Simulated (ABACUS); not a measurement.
Here is an ABACUS 3.10.1 calculation.

File run_abacus.py:

```python
"""ABACUS run from a structure file: ASE reads it, the script writes STRU, KPT and INPUT."""
import re
import subprocess
from ase.io import read
from ase.units import Bohr

atoms = read("POSCAR")
atoms = atoms[(-atoms.numbers).argsort(kind="stable")]  # ABACUS lists atoms element by element
pseudo = {'Hf': 'Hf.upf', 'In': 'In.upf', 'Si': 'Si.upf', 'O': 'O.upf'}
orbital = {}
magmoms = None
kmesh = [4, 4, 2]
params = {
    'suffix': 'HfIn4SiO6',
    'calculation': 'scf',
    'basis_type': 'pw',
    'pseudo_dir': './',
    'symmetry': 1,
    'dft_functional': 'pbesol',
    'ecutwfc': 84,
    'pseudo_rcut': 7,
    'nspin': 1,
    'nbands': 69,
    'ks_solver': 'dav',
    'smearing_method': 'fd',
    'smearing_sigma': 0.00367493,
    'scf_thr': 1e-08,
    'scf_nmax': 100,
    'mixing_type': 'broyden',
    'mixing_beta': 0.7,
    'cal_force': 1,
    'cal_stress': 1,
    'out_chg': 1,
    'out_pot': 2,
    'out_elf': 1,
}

symbols = atoms.get_chemical_symbols()
elements = list(dict.fromkeys(symbols))
lines = ["ATOMIC_SPECIES"] + [f"{e} {atoms.get_masses()[symbols.index(e)]:.4f} {pseudo[e]}" for e in elements]
if orbital:
    lines += ["", "NUMERICAL_ORBITAL"] + [orbital[e] for e in elements]
lines += ["", "LATTICE_CONSTANT", f"{1 / Bohr:.10f}", "", "LATTICE_VECTORS"]
lines += [" ".join(f"{x:.10f}" for x in v) for v in atoms.cell]
lines += ["", "ATOMIC_POSITIONS", "Direct"]
for e in elements:
    lines += ["", e, "0.0", str(symbols.count(e))]
    for i, p in enumerate(atoms.get_scaled_positions(wrap=False)):
        if symbols[i] == e:
            mag = "" if magmoms is None else " mag " + " ".join(str(x) for x in (magmoms[i] if isinstance(magmoms[i], list) else [magmoms[i]]))
            lines.append(" ".join(f"{x:.10f}" for x in p) + " 1 1 1" + mag)
open("STRU", "w").write("\n".join(lines) + "\n")
open("KPT", "w").write("K_POINTS\n0\nGamma\n%d %d %d 0 0 0\n" % tuple(kmesh))
open("INPUT", "w").write("INPUT_PARAMETERS\n" + "".join(f"{k:<20s}{v}\n" for k, v in params.items()))

done = subprocess.run(['mpirun', '-np', '4', 'abacus'])
if done.returncode:
    raise SystemExit(done.returncode)
log = open("OUT.HfIn4SiO6/running_scf.log").read()
print("final energy (eV):", re.findall(r"FINAL_ETOT_IS (\S+)", log))
```

The input POSCAR:

```
HfIn4SiO6
1.0
    5.2774300000      0.0000000000      0.0000000000
   -2.6387200000      4.5703900000      0.0000000000
    0.0000000000      0.0000000000     10.5590500000
Hf In Si O
1 4 1 6
Direct
    0.6666700000      0.3333300000      0.0000000000
    0.0000000000      0.0000000000      0.3044600000
    0.0000000000      0.0000000000      0.6955400000
    0.3333300000      0.6666700000      0.7891900000
    0.3333300000      0.6666700000      0.2108100000
    0.0000000000      0.0000000000      0.0000000000
    0.9730000000      0.7049600000      0.8997200000
    0.2950400000      0.0270000000      0.1002800000
    0.2950400000      0.2680400000      0.8997200000
    0.7319600000      0.7049600000      0.1002800000
    0.7319600000      0.0270000000      0.8997200000
    0.9730000000      0.2680400000      0.1002800000
```

Potentials or basis: PseudoDojo NC SR 0.5 PBE standard, plane waves.

Command:

```console
$ OMP_NUM_THREADS=1 python run_abacus.py > log
```

Predict the band gap on the k mesh.

0.34 eV, indirect (least direct gap 1.66 eV).

What does it give for the pressure?

-3.0 GPa.

Predict the largest force.

0.300 eV/Å.

Stress tensor (GPa, compression positive):
```
-3.12  0.00  0.00
 0.00 -3.12  0.00
 0.00  0.00 -2.76
```

Caveat: there are fewer bands than atomic start orbitals, so a level may be missed at k points of high symmetry; the potentials were made for another functional, which shifts forces and pressure; spin-orbit coupling is left out, which moves the levels of the heavy elements. PBEsol gaps usually lie below the measured ones, often by a third to a half.
